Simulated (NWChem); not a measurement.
**Si2H4OF2 (SMILES F[SiH2]O[SiH2]F) at 4 levels**

Wanted: a comparison of 4 runs (HF/STO-3G, HF/3-21G, B3LYP/6-31G*) of Si2H4OF2. 

The results are computed with NWChem 7.3.0.

### Step 1. The molecule

The species is Si2H4OF2 (9 atoms), meant as a singlet with charge 0. SMILES: `F[SiH2]O[SiH2]F`. The coordinates come from a PBE0-D4/def2-TZVP relaxation. This is one conformer, not always the lowest.

Bond lengths: F1–Si2 1.593 Å, Si2–O3 1.622 Å, O3–Si4 1.622 Å, Si4–F5 1.593 Å, Si2–H6 1.477 Å, Si2–H7 1.476 Å, Si4–H8 1.476 Å, Si4–H9 1.477 Å. Some angles: F1–Si2–O3 109.2°, Si2–O3–Si4 153.0°, O3–Si4–F5 109.2°, F1–Si2–H6 107.6°, F1–Si2–H7 107.9°, O3–Si2–H6 110.2°, O3–Si2–H7 108.4°, O3–Si4–H8 108.4°, O3–Si4–H9 110.2°, F5–Si4–H8 107.9°.

### Step 2. Energy and gradient at HF/STO-3G (run 1)

input.nw reads:

```
start input
memory total 2200 mb

geometry units angstroms noautosym nocenter noautoz
  F        1.973900       0.519200       1.257600
  Si       1.469300       0.540000      -0.253200
  O        0.064600      -0.263500      -0.357600
  Si      -1.433700      -0.625300       0.146300
  F       -2.221800       0.723500       0.458000
  H        1.277800       1.952100      -0.641500
  H        2.472100      -0.164200      -1.075800
  H       -2.139100      -1.319900      -0.948300
  H       -1.374700      -1.408200       1.397300
end

basis spherical bse
  * library STO-3G
end

scf
  thresh 1e-08
  maxiter 80
end

task scf gradient
```

The run is started by

```sh
$ nwchem input.nw > input.out
```

The program printed:

```text
[...]
  functions       =    37
[...]
  wavefunction    = RHF
[...]
         Total SCF energy =   -843.535226715475
      One-electron energy =  -1800.887870230180
      Two-electron energy =    645.951813412113
 Nuclear repulsion energy =    311.400830102592
        Time for solution =      1.1s
[...]
                         RHF ENERGY GRADIENTS
    atom               coordinates                        gradient
                 x          y          z           x          y          z
   1 F       3.730130   0.981146   2.376519   -0.003522   0.000751  -0.014760
   2 Si      2.776574   1.020452  -0.478479    0.007771  -0.005298   0.029031
   3 O       0.122076  -0.497943  -0.675766   -0.000131   0.000647   0.000884
   4 Si     -2.709300  -1.181646   0.276467   -0.012589   0.027767   0.001797
   5 F      -4.198593   1.367217   0.865495    0.006257  -0.013566  -0.002812
   6 H       2.414692   3.688934  -1.212259   -0.005994   0.026048  -0.003954
   7 H       4.671592  -0.310293  -2.032967    0.018685  -0.015839  -0.012512
   8 H      -4.042313  -2.494249  -1.792027   -0.013312  -0.009443  -0.022148
   9 H      -2.597806  -2.661112   2.640514    0.002834  -0.011065   0.024473
[...]
```

Wall time 1.9 s (1 thread of AMD EPYC 9R45 (Zen 5), shared host); peak memory 0.1 GiB.

### Step 3. Energy and gradient at HF/3-21G (run 2)

sp.nw reads:

```
start sp
title "F2H4OSi2"
memory 2200 mb
geometry units angstrom noautosym nocenter noautoz
   F      1.973900     0.519200     1.257600
   Si     1.469300     0.540000    -0.253200
   O      0.064600    -0.263500    -0.357600
   Si    -1.433700    -0.625300     0.146300
   F     -2.221800     0.723500     0.458000
   H      1.277800     1.952100    -0.641500
   H      2.472100    -0.164200    -1.075800
   H     -2.139100    -1.319900    -0.948300
   H     -1.374700    -1.408200     1.397300
end
basis spherical bse
   * library 3-21G
end
scf
   thresh 1e-08
   maxiter 80
end
task scf gradient
```

The run is started by

```sh
$ nwchem sp.nw > sp.out
```

The program printed:

```text
[...]
  functions       =    61
[...]
  wavefunction    = RHF
[...]
         Total SCF energy =   -849.593241661173
      One-electron energy =  -1801.363425465066
      Two-electron energy =    640.369353701301
 Nuclear repulsion energy =    311.400830102592
        Time for solution =      1.4s
[...]
                         RHF ENERGY GRADIENTS
    atom               coordinates                        gradient
                 x          y          z           x          y          z
   1 F       3.730130   0.981146   2.376519   -0.006826   0.000975  -0.027023
   2 Si      2.776574   1.020452  -0.478479   -0.011440  -0.005891   0.033841
   3 O       0.122076  -0.497943  -0.675766    0.000964  -0.004546  -0.006270
   4 Si     -2.709300  -1.181646   0.276467    0.005176   0.035223   0.006466
   5 F      -4.198593   1.367217   0.865495    0.011890  -0.024644  -0.005453
   6 H       2.414692   3.688934  -1.212259   -0.000658   0.002691  -0.000005
   7 H       4.671592  -0.310293  -2.032967    0.001356  -0.002986  -0.000873
   8 H      -4.042313  -2.494249  -1.792027   -0.000704  -0.000069  -0.003328
   9 H      -2.597806  -2.661112   2.640514    0.000243  -0.000753   0.002645
[...]
```

Wall time 2.2 s (1 thread of AMD EPYC 9R45 (Zen 5), shared host); peak memory 0.099 GiB.

### Step 4. Energy and forces at B3LYP/6-31G(d) (spherical functions) (run 3)

a.nw reads:

```
start a
title "F2H4OSi2"
memory stack 880 mb heap 220 mb global 1100 mb

geometry units angstrom noautosym nocenter noautoz
   F      1.973900     0.519200     1.257600
   Si     1.469300     0.540000    -0.253200
   O      0.064600    -0.263500    -0.357600
   Si    -1.433700    -0.625300     0.146300
   F     -2.221800     0.723500     0.458000
   H      1.277800     1.952100    -0.641500
   H      2.472100    -0.164200    -1.075800
   H     -2.139100    -1.319900    -0.948300
   H     -1.374700    -1.408200     1.397300
end

basis spherical bse
   * library 6-31G*
end

dft
   xc b3lyp
   grid xfine
   convergence energy 1e-08
   iterations 100
   mulliken
   noprint "final vectors analysis"
end

task dft gradient
```

The run is started by

```sh
$ nwchem a.nw > a.out
```

The program printed:

```text
[...]
          Wavefunction type:  closed shell.
          No. of atoms     :     9
          No. of electrons :    58
[...]
          Charge           :     0
          Spin multiplicity:     1
[...]
          AO basis - number of functions:    86
[...]
              XC Information
              --------------
                         B3LYP Method XC Potential
                     Hartree-Fock (Exact) Exchange  0.200
                        Slater Exchange Functional  0.800 local
                    Becke 1988 Exchange Functional  0.720 non-local
              Lee-Yang-Parr Correlation Functional  0.810
                  VWN I RPA Correlation Functional  0.190 local
[...]
 d= 0,ls=0.0,diis     1   -856.3852336020 -1.17D+03  1.68D-02  1.00D+00     2.1
[...]
 d= 0,ls=0.0,diis     8   -856.4935017744 -2.60D-09  1.47D-06  3.43D-08    13.8
         Total DFT energy =     -856.493501774441
      One electron energy =    -1807.835185058396
           Coulomb energy =      713.112927762300
    Exchange-Corr. energy =      -73.172074580936
 Nuclear repulsion energy =      311.400830102592
[...]
      Total Density - Mulliken Population Analysis
     ---------------------------------------------
    Atom       Charge   Shell Charges
 -----------   ------   -------------------------------------------------------
    1 F    9     9.39   2.00  0.93  3.32  1.03  2.11  0.01
    2 Si  14    13.10   2.00  2.00  5.96  0.90  1.59  0.12  0.18  0.35
    3 O    8     8.60   2.00  0.88  3.00  0.89  1.82  0.01
    4 Si  14    13.10   2.00  2.00  5.96  0.90  1.59  0.12  0.18  0.35
    5 F    9     9.39   2.00  0.93  3.32  1.03  2.11  0.01
    6 H    1     1.10   0.52  0.59
    7 H    1     1.10   0.52  0.58
    8 H    1     1.10   0.52  0.58
    9 H    1     1.10   0.52  0.59
[...]
  wavefunction    = closed shell
                         DFT ENERGY GRADIENTS
    atom               coordinates                        gradient
                 x          y          z           x          y          z
   1 F       3.730130   0.981146   2.376519   -0.003955   0.000041  -0.011789
   2 Si      2.776574   1.020452  -0.478479   -0.008002  -0.005800   0.007354
   3 O       0.122076  -0.497943  -0.675766   -0.000845   0.003980   0.005470
   4 Si     -2.709300  -1.181646   0.276467    0.007118   0.009898  -0.001724
   5 F      -4.198593   1.367217   0.865495    0.006188  -0.010491  -0.002544
   6 H       2.414692   3.688934  -1.212259    0.000209  -0.000741   0.001420
   7 H       4.671592  -0.310293  -2.032967   -0.000230   0.000106   0.001565
   8 H      -4.042313  -2.494249  -1.792027   -0.000103   0.001466   0.000585
   9 H      -2.597806  -2.661112   2.640514   -0.000381   0.001541  -0.000337
[...]
```

It took 18 s on 1 thread of AMD EPYC 9R45 (Zen 5), shared host; peak memory 0.14 GiB.

### Step 5. Energy and forces at B3LYP/6-31G(d) (Cartesian functions) (run 4)

work.xyz reads:

```xyz
9
F2H4OSi2
F      1.973900     0.519200     1.257600
Si     1.469300     0.540000    -0.253200
O      0.064600    -0.263500    -0.357600
Si    -1.433700    -0.625300     0.146300
F     -2.221800     0.723500     0.458000
H      1.277800     1.952100    -0.641500
H      2.472100    -0.164200    -1.075800
H     -2.139100    -1.319900    -0.948300
H     -1.374700    -1.408200     1.397300
```

run.py reads:

```python
from ase.io import read
from ase.calculators.nwchem import NWChem

system = read('work.xyz')

calc = NWChem(
    label='work',
    theory='dft',
    memory='2200 mb',
    basis='6-31G*',
    dft={'xc': 'b3lyp', 'mult': '1', 'grid': 'fine', 'convergence': 'energy 1e-08', 'iterations': '100', 'mulliken': None},
)
system.calc = calc

forces = system.get_forces()
print("Total energy (eV):", round(system.get_potential_energy(), 6))
print("forces (eV/A):")
for s, f in zip(system.symbols, forces):
    print(f"{s:2s} {f[0]:10.5f} {f[1]:10.5f} {f[2]:10.5f}")
print("dipole (e A):", system.get_dipole_moment().round(4))
```

The run is started by

```sh
$ export ASE_NWCHEM_COMMAND="nwchem PREFIX.nwi > PREFIX.nwo"
$ python run.py
```

The program printed:

```text
Total energy (eV): -23306.571156
forces (eV/A):
F     0.18898    0.00195    0.54667
Si    0.39801    0.27537   -0.31367
O     0.04242   -0.19983   -0.27459
Si   -0.36258   -0.43935    0.08829
F    -0.29295    0.48450    0.12048
H    -0.01054    0.03831   -0.07410
H     0.01208   -0.00458   -0.08089
H     0.00504   -0.07605   -0.02941
H     0.01954   -0.08037    0.01717
dipole (e A): [ 0.0343 -0.1604 -0.2199]
```

The calculator wrote work.nwi:

```
title "work"

permanent_dir work

scratch_dir work

start work

geometry units angstrom nocenter noautosym noautoz
  F  1.9739000000000000e+00 5.1919999999999999e-01 1.2576000000000001e+00
  Si 1.4693000000000001e+00 5.4000000000000004e-01 -2.5319999999999998e-01
  O  6.4600000000000005e-02 -2.6350000000000001e-01 -3.5759999999999997e-01
  Si -1.4337000000000000e+00 -6.2529999999999997e-01 1.4630000000000001e-01
  F  -2.2218000000000000e+00 7.2350000000000003e-01 4.5800000000000002e-01
  H  1.2778000000000000e+00 1.9520999999999999e+00 -6.4149999999999996e-01
  H  2.4721000000000002e+00 -1.6420000000000001e-01 -1.0758000000000001e+00
  H  -2.1391000000000000e+00 -1.3199000000000001e+00 -9.4830000000000003e-01
  H  -1.3747000000000000e+00 -1.4081999999999999e+00 1.3973000000000000e+00
end

memory 2200 mb

basis noprint
   * library 6-31G*
end

dft
  xc b3lyp
  mult 1
  grid fine
  convergence energy 1e-08
  iterations 100
  mulliken
end

task dft gradient
```

work.nwo, shortened:

```text
[...]
         Total DFT energy =     -856.500699189406
[...]
  wavefunction    = closed shell
                         DFT ENERGY GRADIENTS
    atom               coordinates                        gradient
                 x          y          z           x          y          z
   1 F       3.730130   0.981146   2.376519   -0.003675  -0.000038  -0.010631
   2 Si      2.776574   1.020452  -0.478479   -0.007740  -0.005355   0.006100
   3 O       0.122076  -0.497943  -0.675766   -0.000825   0.003886   0.005340
[... 5 lines of this table left out ...]
   9 H      -2.597806  -2.661112   2.640514   -0.000380   0.001563  -0.000334
[...]
```

It took 12 s on 1 thread of AMD EPYC 9R45 (Zen 5), shared host; peak memory 0.13 GiB.

### Step 6. The series

| run | level | iteration cap | module | energy (Eh) | dipole moment (D) | HOMO energy (eV) | LUMO energy (eV) | wall time |
| --- | --- | --- | --- | --- | --- | --- | --- | --- |
| 1 | HF/STO-3G | 80 | scf | -843.535227 | 1.03 | -8.98 | 11.56 | 1.9 s |
| 2 | HF/3-21G | 80 | scf | -849.593242 | 1.76 | -12.88 | 5.01 | 2.2 s |
| 3 | B3LYP/6-31G* (spherical functions) | 100 | dft | -856.493502 | 1.32 | – | – | 18 s |
| 4 | B3LYP/6-31G* (Cartesian functions) | 100 | dft | -856.500699 | 1.32 | -8.98 | 0.66 | 12 s |

### Step 7. Results

| quantity | value |
| --- | --- |
| run 4: total energy | -856.50070 Eh |
| run 4: dipole moment | 1.32 D |
| run 4: HOMO energy | -8.98 eV |
| run 4: LUMO energy | 0.66 eV |
| run 4: HOMO–LUMO gap | 9.64 eV |
| run 4: largest force on an atom | 0.579 eV/Å |

The dipole moment (its size) runs from 1.03 D (HF/STO-3G) to 1.76 D (HF/3-21G). Over runs 1, 2, 4 the HOMO–LUMO gap runs from 9.64 eV (B3LYP/6-31G*) to 20.54 eV (HF/STO-3G). The two ends differ in method and basis. In run 1 the basis is minimal, so the values are rough. All runs together took 35 s, the longest 18 s.
